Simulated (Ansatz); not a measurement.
# Li (sc type): the cost of one run

Computed with Ansatz 0.2.0 (DFT LDA, with the methods named in each step, unless a step's input says otherwise).

3 further runs of the same task are left out: 3 that didn't finish. Runs told in other sessions of the task aren't counted.

**1. The starting structure**

The structure is cubic, space group Pm-3m (No. 221). The conventional cell has a = 2.739 Å, b = 2.739 Å, c = 2.739 Å, α = 90.00°, β = 90.00°, γ = 90.00°. Li (site symmetry m-3m) has 6 Li at 2.74 Å in its first shell of neighbours.

Coordinates:

```cif
data_structure
_symmetry_space_group_name_H-M 'P 1'
_symmetry_Int_Tables_number 1
_cell_length_a 2.7388
_cell_length_b 2.7388
_cell_length_c 2.7388
_cell_angle_alpha 90.000
_cell_angle_beta 90.000
_cell_angle_gamma 90.000
_cell_volume 20.54
loop_
_atom_site_label
_atom_site_type_symbol
_atom_site_fract_x
_atom_site_fract_y
_atom_site_fract_z
_atom_site_occupancy
Li1 Li 0.00000 0.00000 0.00000 1
```

Whether this phase is the stable one at these pressures isn't tested.

**2. Cell relaxed at zero pressure, PAW**

input.yaml

```yaml
crystal:
  lattice:
    - [2.7387978458, 0.0, 0.0]
    - [0.0, 2.7387978458, 0.0]
    - [0.0, 0.0, 2.7387978458]
  atoms:
    - { symbol: Li, position: [0.0, 0.0, 0.0] }
kpoints:
  mp_grid: { grid: [14, 14, 14] }
scf:
  occupations: { method: fermi_dirac, width: 0.05 }
hamiltonian:
  xc: lda
  pseudopotentials: { kind: paw }
output:
  forces: true
  stress: true
  write_density: true
  write_potential: true
  elf: true
  volumetric_format: npy
relax:
  f_tol: 0.005
  max_steps: 40
  cell: {}
```

The run is started by

```sh
$ ansatz run input.yaml --threads 1 --pin off --max-ram 2048MiB --backend cpu --events-out ev --progress --plain --runs-dir out
```

Q: Estimate wall time and peak memory on 1 thread of Arm Neoverse V1, shared host.

About 4.3 s, with a peak of 0.27 GiB.
